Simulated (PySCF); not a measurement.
# A diatomic session: SiGe+

An exercise on one series of results from a longer session: the logs are not shown, and one member is left open.

Method: Si def2-SVP, Ge def2-SVP, no relativity; program: PySCF 2.14.0.

Set-up of the first run:

Settings of the job:

```json
{
 "atoms": "Si, Ge",
 "charge": "1",
 "basis": "Si def2-SVP, Ge def2-SVP",
 "Hamiltonian": "no relativity",
 "basis functions": "50",
 "electrons treated": "45",
 "masses in u": "27.9769, 73.9212",
 "levels": "PBE0, PBE, r²SCAN, BLYP, BHandHLYP, TPSS, HF, MP2, SCS-MP2, CCSD, CCSD(T)",
 "grid": "80 radial by 434 angular points",
 "occupations": "held fixed by the projection of orbital angular momentum",
 "dissociation limit": "Si + Ge+, each in its ground configuration",
 "starting distance in angstrom": "2.375",
 "values of 2S to try": "1, 3"
}
```

Command:

```bash
> OMP_NUM_THREADS=1 python dia.py task.json out
```

Among the steps run: Input; PBE0 along the bond; Excited determinants; PBE; r²SCAN (meta-GGA); BLYP (GGA); BHandHLYP (global hybrid GGA); TPSS; UHF (mean field); Adding correlation.

One table of the session follows, with a row left open; its other results are not shown here.

Energy (eV) from each level's lowest point:

```
R (Å)    UHF  UHF-MP2  UHF-SCS-MP2  UHF-CCSD  UHF-CCSD(T)
2.025  0.830    0.834        0.785       n/a          n/a
2.119  0.346    0.351        0.313     0.389        0.407
2.214      ?        ?            ?         ?            ?
2.284  0.010    0.014        0.000     0.025        0.031
2.355  0.000    0.000        0.001     0.000        0.000
2.426  0.044    0.038        0.055     0.027        0.020
2.520  0.163    0.147        0.189     0.119        0.102
2.638  0.377    0.342        0.419     0.294        0.262
2.779  0.688    0.620        0.746     0.547        0.493
2.967  1.124    1.151        1.264       n/a          n/a
```

**Question.** Estimate the row for R (Å) = 2.214.

Worked estimate for «UHF». A straight line through the neighbours (2.119, 0.346) and (2.284, 0.010) gives 0.346 + (0.010 − 0.346) × (2.214 − 2.119) / (2.284 − 2.119) = 0.153; a parabola fitted to 4 rows on both sides gives 0.079.

As computed: UHF: 0.091; UHF-MP2: 0.096; UHF-SCS-MP2: 0.070; UHF-CCSD: 0.119; UHF-CCSD(T): 0.131. In «UHF» the line misses by +0.062 and the parabola by -0.012.

Caveats from the session: Lowest PBE0 solution found, without spin–orbit coupling: ⁴Σ⁻ (quartet), unpaired electrons σ ↑, π ↑↑. Warnings in the runs' records: inverted.
